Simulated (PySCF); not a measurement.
**BeTl with other numerical set-ups**

The method stays; parts of the set-up, such as the basis or the Hamiltonian, are changed.

Computed with PySCF 2.14.0. Level: each script names its method and basis.

3 further runs of the same task are left out: 2 for a known fault of the program, 1 that didn't finish.

**1. The system as given**

BeTl: 2 atoms, charge 0, spin multiplicity 2.

Bond lengths: Be1–Tl2 2.151 Å.

**2. The base run**

input.py reads:

```python
from pyscf import gto, scf, mp

mol = gto.M(
    atom='Be 0 0 0; Tl 0 0 2.151',
    basis='def2-tzvp',
    ecp={'Tl': 'def2-tzvp'},
    charge=0,
    spin=1,
    verbose=3,
)
mf = scf.UHF(mol)
mf.kernel()
mp.MP2(mf, frozen=4).kernel()
mf.dip_moment()
print('orbital energies (hartree):', [e[max(0, n-3):n+3].round(4) for e, n in zip(mf.mo_energy, mol.nelec)])
```

Launch:

```sh
$ python input.py
```

Its log is not repeated here.

It gives: E(SCF) = -186.056830 Eh, E(MP2) − E(SCF) = -0.41828 Eh, ⟨S²⟩ = 0.759, μ = 0.18 D (of the SCF density).

The bond length is a typed value, not an optimised one.

**3. Def2-tzvpp**

Variant 1 changes basis set: def2-tzvp → def2-tzvpp.

input.py reads:

```python
from pyscf import gto, scf, mp

mol = gto.M(
    atom='Be 0 0 0; Tl 0 0 2.151',
    basis='def2-tzvpp',
    ecp={'Tl': 'def2-tzvpp'},
    charge=0,
    spin=1,
    verbose=3,
)
mf = scf.UHF(mol)
mf.kernel()
mp.MP2(mf, frozen=4).kernel()
mf.dip_moment()
print('orbital energies (hartree):', [e[max(0, n-3):n+3].round(4) for e, n in zip(mf.mo_energy, mol.nelec)])
```

Launch:

```sh
$ python input.py
```

**4. Crenbl**

Variant 2 changes basis set: def2-tzvp → crenbl; frozen orbitals: 4 → none. The core potential changes with it: totals don't compare.

input.py, as its differences from that of step 2:

```diff
@@ -4,4 +4,4 @@
     atom='Be 0 0 0; Tl 0 0 2.151',
-    basis='def2-tzvp',
-    ecp={'Tl': 'def2-tzvp'},
+    basis='crenbl',
+    ecp={'Be': 'crenbl', 'Tl': 'crenbl'},
     charge=0,
@@ -12,3 +12,3 @@
 mf.kernel()
-mp.MP2(mf, frozen=4).kernel()
+mp.MP2(mf).kernel()
 mf.dip_moment()
```

Q: Predict the outcome of this session. Wanted: for each run, E(SCF); from base; SCF dipole; after the SCF.

**Answer**, as computed:

```
       run  E(SCF) (hartree)  from base (eV)  SCF dipole (D)  functions                            after the SCF
      base       -186.056830               0            0.18         69  MP2 correlation -11.382 eV, core frozen
def2-tzvpp       -186.056830          0.0000            0.18         69  MP2 correlation -11.382 eV, core frozen
    crenbl        -50.998411  not comparable            0.12         48                MP2 correlation -6.145 eV
```

In words: The SCF energy stays the same, to the digits that matter, with def2-tzvpp.
